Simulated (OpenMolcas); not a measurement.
# One shape, several levels: BH2TeCl (SMILES ClB[TeH])

Wanted: a comparison of 6 runs (HF/3-21G, HF/def2-SVP, PBE/3-21G, B3LYP/def2-TZVP, SOS-MP2/def2-TZVPPD, CCSD/ANO-RCC-VDZP) of BH2TeCl. 

Program for the calculation: OpenMolcas 26.06.

3 further runs of the same task are left out: 1 for a known fault of the program, 2 set aside as unsound or not needed.

**1. The structure to begin with**

BH2TeCl: 5 atoms, total charge 0, spin state singlet. As SMILES, `ClB[TeH]`. The shape comes from GFN2-xTB, which is rough for such elements, and wasn't checked as a minimum. This is one conformer, not always the lowest.

Bond lengths: Cl1–B2 1.705 Å, B2–Te3 2.112 Å, B2–H4 1.168 Å, Te3–H5 1.640 Å. Angles: Cl1–B2–Te3 119.2°, Cl1–B2–H4 118.1°, Te3–B2–H4 122.7°, B2–Te3–H5 94.0°.

**2. Energy and gradient at HF/3-21G (run 1)**

File job.inp:

```
&gateway
  baslib=$CurrDir
  coord
  5
  angstrom
  Cl      -1.063660      -1.895100      -0.441080
  B       -0.487640      -0.305390      -0.225700
  Te       1.395130      -0.006160       0.683590
  H       -1.158950       0.577980      -0.592230
  H        1.315120       1.628660       0.575410
  basis=3-21G
  group=NoSym

&seward

&scf
  thresholds=1e-10 1e-07 1e-07 1e-05
  prorbitals=1 2

&alaska
```

The basis set 3-21G is read from a file made from the Basis Set Exchange's data (not shown).

On the command line:

```bash
$ export MOLCAS_MEM=1860
$ pymolcas job.inp > job.log
```

The program printed:

```text
--- Start Module: gateway ---
[...]
--- Stop Module: gateway /rc=_RC_ALL_IS_WELL_ ---
[...]
      Basis functions           57
[...]
--- Start Module: scf ---
[...]
       Convergence after  15 Iterations
[...]
::    Total SCF energy                              -7065.7198486399
[...]
      Total spin, S                                     0.0000000000
[...]
      Total electronic charge=   76.000000
      Total            charge=   -0.000000
[...]
      Dipole Moment (debye):
      Origin of the operator (angstrom)=    0.7804   -0.3834    0.3984
                   X=  4.3804E-01               Y=  1.7806E+00               Z=  1.3996E-01           Total=  1.8390E+00
      Quadrupole Moment (debye*angstrom):
[...]
--- Stop Module: scf /rc=_RC_ALL_IS_WELL_ ---
[...]
--- Start Module: alaska ---
[...]
 *              Molecular gradients               *
 **************************************************
  Irreducible representation: a
 ------------------------------------------------------------------------------------------
                              X                       Y                       Z
 ------------------------------------------------------------------------------------------
  CL1               1.97936227770619E-02    4.57048465859309E-02    7.75723058480438E-03
  B2                4.76810514875581E-05   -3.22688286931299E-02    1.42961424738175E-03
  TE3              -1.97753953717168E-02    5.48920146959464E-03   -9.92928891365707E-03
  H4                3.99447507428263E-04   -4.92263721563369E-03    3.79735193604791E-04
  H5               -4.65355964280198E-04   -1.40025821467518E-02    3.62708887882091E-04
 ------------------------------------------------------------------------------------------
--- Stop Module: alaska /rc=_RC_ALL_IS_WELL_ ---
[...]
```

Wall time 3.3 s (1 thread of Arm Neoverse V2, shared host); peak memory 0.39 GiB.

**3. Energy and forces at HF/def2-SVP (core potential) (run 2)**

File calc.inp:

```
&GATEWAY
  BASLIB
  $CurrDir
  COORD
  5
  bohr
  Cl    -2.01002609    -3.58121998    -0.83352040
  B     -0.92150605    -0.57710346    -0.42651119
  Te     2.63641361    -0.01164071     1.29179788
  H     -2.19009809     1.09222391    -1.11915250
  H      2.48521662     3.07772135     1.08736731
  BASIS
  def2-SVP
  GROUP
  NoSym

&SEWARD

&SCF
  THRESHOLDS
  1e-10 1e-07 1e-07 1e-05
  PRORBITALS
  1 2

&ALASKA
```

The basis set def2-SVP is read from a file made from the Basis Set Exchange's data (not shown).

On the command line:

```bash
$ export MOLCAS_MEM=1860
$ pymolcas calc.inp > calc.log
```

The program printed:

```text
--- Start Module: gateway ---
[...]
--- Stop Module: gateway /rc=_RC_ALL_IS_WELL_ ---
[...]
      Basis functions           68
[...]
--- Start Module: scf ---
[...]
       Convergence after  14 Iterations
[...]
::    Total SCF energy                               -752.2154302030
[...]
      Total spin, S                                     0.0000000000
[...]
      Total electronic charge=   48.000000
      Total            charge=   -0.000000
[...]
      Dipole Moment (debye):
      Origin of the operator (angstrom)=    0.7804   -0.3834    0.3984
                   X=  1.4113E-02               Y=  8.2951E-01               Z= -2.7674E-02           Total=  8.3009E-01
      Quadrupole Moment (debye*angstrom):
[...]
--- Stop Module: scf /rc=_RC_ALL_IS_WELL_ ---
[...]
--- Start Module: alaska ---
[...]
 *              Molecular gradients               *
 **************************************************
  Irreducible representation: a
 ------------------------------------------------------------------------------------------
                              X                       Y                       Z
 ------------------------------------------------------------------------------------------
  CL1               1.16398309457271E-02    2.98713336143877E-02    4.42885424504791E-03
  B2               -2.73193960792728E-03   -1.26740758727477E-02   -7.58949509520379E-04
  TE3              -1.22449242862963E-02   -2.72037157330818E-03   -5.89467339394645E-03
  H4                4.65707453703068E-03   -1.12444419167379E-02    2.73514091458771E-03
  H5               -1.32004158846728E-03   -3.23244425166713E-03   -5.10372256178004E-04
 ------------------------------------------------------------------------------------------
--- Stop Module: alaska /rc=_RC_ALL_IS_WELL_ ---
[...]
```

Wall time 4.5 s (1 thread of Arm Neoverse V2, shared host); peak memory 0.41 GiB.

Runs 3 to 5 aren't shown in full; the table further down has their settings and results.

**4. The energy at CCSD/ANO-RCC-VDZP (DKH8) (run 6)**

File mol.inp:

```
&GATEWAY
  Coord
  5
  angstrom
  Cl      -1.063660      -1.895100      -0.441080
  B       -0.487640      -0.305390      -0.225700
  Te       1.395130      -0.006160       0.683590
  H       -1.158950       0.577980      -0.592230
  H        1.315120       1.628660       0.575410
  Basis=ANO-RCC-VDZP
  Group=NoSym

&SEWARD
  Relativistic=R08O02
  Expert

&SCF
  Iterations=50
  PrOrbitals=1

&RASSCF
  FileOrb=$Project.ScfOrb
  Spin=1
  Nactel=0 0 0
  Inactive=38
  Ras2=0
  OutOrbitals=Canonical
  OrbListing=Few

&MOTRA
  JobIph
  Frozen=24

&CCSDT
  CCSD
  Iterations=50
  Accuracy=1e-05
```

On the command line:

```bash
$ export MOLCAS_MEM=1860
$ pymolcas mol.inp > mol.log
```

The program printed:

```text
--- Start Module: gateway ---
[...]
--- Stop Module: gateway /rc=_RC_ALL_IS_WELL_ ---
[...]
 ###    WARNING:  EXPERT option is ON!                                       ###
 ###############################################################################
               SEWARD will generate:
[...]
      Basis functions           85
[...]
       Convergence after  12 Iterations
[...]
::    Total SCF energy                              -7277.8569316156
[...]
      Total spin, S                                     0.0000000000
[...]
      Number of active orbitals                  0
[...]
      Spin quantum number                      0.0
[...]
      Active orbitals                            0
[...]
      Number of CSFs                             1
[...]
      Number of root(s) required                 1
[...]
      Convergence after  4 iterations
[...]
      Natural orbitals and occupation numbers for root  1
      ************************************************************************************************************************
      *                                                    Final results                                                     *
      ************************************************************************************************************************
[...]
::    RASSCF root number  1 Total energy:  -7277.85693162
[...]
      Total electronic charge=   76.000000
      Total            charge=   -0.000000
[...]
      Dipole Moment (debye):
      Origin of the operator (angstrom)=    0.7804   -0.3834    0.3984
                   X=  7.7824E-02               Y=  9.3416E-01               Z= -1.0033E-03           Total=  9.3740E-01
      Quadrupole Moment (debye*angstrom):
[...]
--- Start Module: motra ---
[...]
      *** WARNING: Default frozen orbitals is overwritten by user input.
      *** Default values:  24
[...]
--- Stop Module: motra /rc=_RC_ALL_IS_WELL_ ---
--- Start Module: ccsdt ---
[...]
      Convergence after                    13  Iterations
      Total energy (diff) :   -7278.52906501      -0.00000828
[...]
--- Stop Module: ccsdt /rc=_RC_ALL_IS_WELL_ ---
[...]
```

It took 36 s on 1 thread of Arm Neoverse V2, shared host; peak memory 0.51 GiB.

**5. Overview of the runs**

| run | level | integration grid | integral approximation | energy (Eh) | dipole moment (D) of the reference | HOMO energy (eV) | LUMO energy (eV) | wall time |
| --- | --- | --- | --- | --- | --- | --- | --- | --- |
| 1 | HF/3-21G | – | none | -7065.719849 | 1.84 | -9.33 | 1.82 | 3.3 s |
| 2 | HF/def2-SVP (core potential) | – | none | -752.215430 | 0.83 | -9.12 | 2.11 | 4.5 s |
| 3 | PBE/3-21G | UltraFine | none | -7068.441807 | 1.61 | -6.14 | -2.34 | 8.7 s |
| 4 | B3LYP/def2-TZVP (core potential) | UltraFine | none | -754.447425 | 0.81 | -6.86 | -1.73 | 51 s |
| 5 | SOS-MP2/def2-TZVPPD (Cholesky decomposition, core potential) | – | CD low | -753.089732 | 0.88 | -9.18 | 0.97 | 20 s |
| 6 | CCSD/ANO-RCC-VDZP (DKH8) | – | none | -7278.529065 | 0.94 | -9.19 | 2.11 | 36 s |

**6. Results**

| quantity | value |
| --- | --- |
| run 6: total energy | -7278.52907 Eh |
| run 6: dipole moment (mean-field density) | 0.94 D |
| run 6: HOMO energy (Hartree–Fock orbitals) | -9.19 eV |
| run 6: LUMO energy (Hartree–Fock orbitals) | 2.11 eV |
| run 6: HOMO–LUMO gap (Hartree–Fock orbitals) | 11.31 eV |
| run 6: correlation energy (24 core orbitals frozen) | -672.1 mEh |

Over runs 1, 2, 3, 4 the dipole moment (its size) runs from 0.81 D (B3LYP/def2-TZVP) to 1.84 D (HF/3-21G). The two ends differ in method and basis and core potential. Over runs 1, 2, 3, 4 the HOMO–LUMO gap runs from 3.80 eV (PBE/3-21G) to 11.23 eV (HF/def2-SVP). Totals of different functionals can't be ranked against each other. Some runs of one species differ in core potentials or relativity; totals across that change don't compare. In runs 1, 3 relativity is left out where basis or elements ask for it. All runs together took 2.1 min, the longest 51 s.
